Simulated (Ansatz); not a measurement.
**CH6AlN (SMILES C[NH][AlH2]) at BLYP/def2-SVPD**

Aim: the electronic atomisation energy of CH6AlN at BLYP/def2-SVPD, from 5 runs. 

Program for the calculation: Ansatz 0.2.0.

35 further runs of the same task are left out: 35 set aside as unsound or not needed. Runs told in other sessions of the task aren't counted.

## Step 1: The molecule

CH6AlN has 9 atoms, charge 0, and is taken as a singlet. SMILES: `C[NH][AlH2]`. The coordinates come from a PBE0-D4/def2-TZVP relaxation.

Bond lengths: C1–N2 1.447 Å, N2–Al3 1.767 Å, C1–H4 1.097 Å, C1–H5 1.097 Å, C1–H6 1.093 Å, N2–H7 1.010 Å, Al3–H8 1.584 Å, Al3–H9 1.584 Å. Some angles: C1–N2–Al3 128.6°, C1–N2–H7 111.9°, Al3–N2–H7 119.5°, N2–C1–H4 112.4°, N2–C1–H5 112.3°, N2–C1–H6 109.8°, N2–Al3–H8 117.5°, N2–Al3–H9 117.5°, H4–C1–H5 107.6°, H4–C1–H6 107.2°.

## Step 2: A single-point energy at BLYP/def2-SVPD

Input file in.yaml:

```yaml
crystal:
  periodic: [false, false, false]
  atoms:
    - {symbol: C, position_ang: [-0.384500, 0.934700, -0.771700]}
    - {symbol: "N", position_ang: [0.340000, -0.253200, -0.374200]}
    - {symbol: Al, position_ang: [0.335300, -1.074400, 1.190900]}
    - {symbol: H, position_ang: [-1.074800, 0.743900, -1.602200]}
    - {symbol: H, position_ang: [0.284400, 1.748600, -1.076000]}
    - {symbol: H, position_ang: [-0.981000, 1.302600, 0.066800]}
    - {symbol: H, position_ang: [0.905500, -0.619100, -1.126300]}
    - {symbol: H, position_ang: [1.234400, -2.369900, 1.339700]}
    - {symbol: H, position_ang: [-0.570900, -0.459500, 2.335900]}
basis:
  gaussian: {orbitals: def2-SVPD}
hamiltonian: {xc: {name: BLYP}}
accuracy: high
output: {orbitals: {seedname: orbitals}}
```

On the command line:

```bash
$ ansatz run in.yaml --threads 1 --pin off --max-ram 2610MiB --events-out events.jsonl --progress --plain --runs-dir runs
```

What it wrote:

```text
Warning: RAYON_NUM_THREADS=1 ignored (pool sized by the plan → 1); use --threads N
Functional definition: BLYP
  name "BLYP"
  parameter beta = 0.0042
  parameter a = 0.04918
  parameter b = 0.132
  parameter c = 0.2533
  parameter d = 0.349
  exchange = b88_x(beta = beta)
  correlation = lyp_c(a = a, b = b, c = c, d = d)
2301 factors; integrals over basis functions are off by at most 3.6e-9 eV
mean field evaluation 1: about -9205.4837 eV, gradient 7.0e1 eV
mean field evaluation 2: about -9143.8113 eV, gradient 1.5e2 eV
mean field evaluation 4: about -9216.5230 eV, gradient 1.4e1 eV
mean field evaluation 8: about -9216.9405 eV, gradient 3.2e-1 eV
mean field evaluation 16: about -9216.9408 eV, gradient 5.8e-6 eV
mean field -9216.94083592 eV, -338.7163282532 hartree, gradient 1.9e-8 eV, S^2 0.000000; 0 other end points of the search recorded, 0 dependent functions left out
reference -9216.94089418 eV, -338.7163303941 hartree; 16, 16 occupied and 96, 96 virtual orbitals, 2301 factors
Total energy: -9216.94089418 eV, -338.7163303941 hartree
```

It took 9.3 s on 1 thread of Arm Neoverse V2, shared host; peak memory 0.32 GiB.

## Step 3: The Al atom, same level

Input file input.yaml:

```yaml
crystal:
  periodic: [false, false, false]
  atoms:
    - symbol: Al
      position_ang: [0.000000, 0.000000, 0.000000]
basis:
  gaussian: {orbitals: def2-SVPD}
magnetization: {spin_polarized: true, initial_magnetization: 1}
hamiltonian: {xc: {name: BLYP}}
accuracy: high
```

Run the same way, it converges to -242.28785 Eh (log not shown).

## Step 4: The C atom, same level

Input file job.yaml:

```yaml
crystal:
  periodic: [false, false, false]
  atoms:
    - {symbol: C, position_ang: [0.000000, 0.000000, 0.000000]}
basis:
  gaussian:
    orbitals: def2-SVPD
magnetization:
  spin_polarized: true
  initial_magnetization: 2
hamiltonian:
  xc: {name: BLYP}
accuracy: high
```

Run the same way, it converges to -37.80174 Eh (log not shown).

## Step 5: The H atom, same level

Input file job.yaml:

```yaml
crystal:
  periodic: [false, false, false]
  atoms:
    - {symbol: H, position_ang: [0.000000, 0.000000, 0.000000]}
basis:
  gaussian:
    orbitals: def2-SVPD
magnetization:
  spin_polarized: true
  initial_magnetization: 1
hamiltonian:
  xc: {name: BLYP}
accuracy: high
```

Run the same way, it converges to -0.49640 Eh (log not shown).

## Step 6: The N atom at the same level

Input file input.yaml:

```yaml
crystal:
  periodic: [false, false, false]
  atoms:
    - {symbol: "N", position_ang: [0.000000, 0.000000, 0.000000]}
basis:
  gaussian: {orbitals: def2-SVPD}
magnetization: {spin_polarized: true, initial_magnetization: 3}
hamiltonian: {xc: {name: BLYP}}
accuracy: high
```

On the command line:

```bash
$ ansatz run input.yaml --threads 1 --pin off --max-ram 2610MiB --events-out events.jsonl --progress --plain --runs-dir runs
```

What it wrote (excerpt; [...] marks lines left out):

```text
Warning: RAYON_NUM_THREADS=1 ignored (pool sized by the plan → 1); use --threads N
[... 9 set-up lines as earlier in the session ...]
163 factors; integrals over basis functions are off by at most 3.0e-9 eV
mean field evaluation 1: about -1483.4149 eV, gradient 6.9e0 eV
mean field evaluation 2: about -1483.4972 eV, gradient 5.6e0 eV
mean field evaluation 4: about -1483.6571 eV, gradient 4.9e-3 eV
mean field evaluation 8: about -1483.6570 eV, gradient 2.0e-5 eV
mean field -1483.65696264 eV, -54.5233877183 hartree, gradient 7.5e-9 eV, S^2 3.753333; 0 other end points of the search recorded, 0 dependent functions left out
reference -1483.65698900 eV, -54.5233886868 hartree; 5, 2 occupied and 15, 18 virtual orbitals, 163 factors
Total energy: -1483.65698900 eV, -54.5233886868 hartree
```

Run time: 0.28 s. Hardware: 1 thread of Arm Neoverse V2, shared host.

## Step 7: Outcome

Level: BLYP/def2-SVPD.

| quantity | value |
| --- | --- |
| molecule: total energy | -338.71633 Eh |
| molecule: HOMO energy | -5.55 eV |
| molecule: LUMO energy | -1.31 eV |
| molecule: HOMO–LUMO gap | 4.24 eV |
| Al atom: total energy | -242.28785 Eh |
| Al atom: ⟨S²⟩ | 0.753 |
| C atom: total energy | -37.80174 Eh |
| C atom: ⟨S²⟩ | 2.003 |
| H atom: total energy | -0.49640 Eh |
| H atom: ⟨S²⟩ | 0.750 |
| N atom: total energy | -54.52339 Eh |
| N atom: ⟨S²⟩ | 3.753 |
| electronic atomisation energy | 30.611 eV |

**Reading.** Taking the molecule apart into free atoms costs 30.61 eV (706 kcal/mol), before zero-point energy and without spin-orbit coupling.
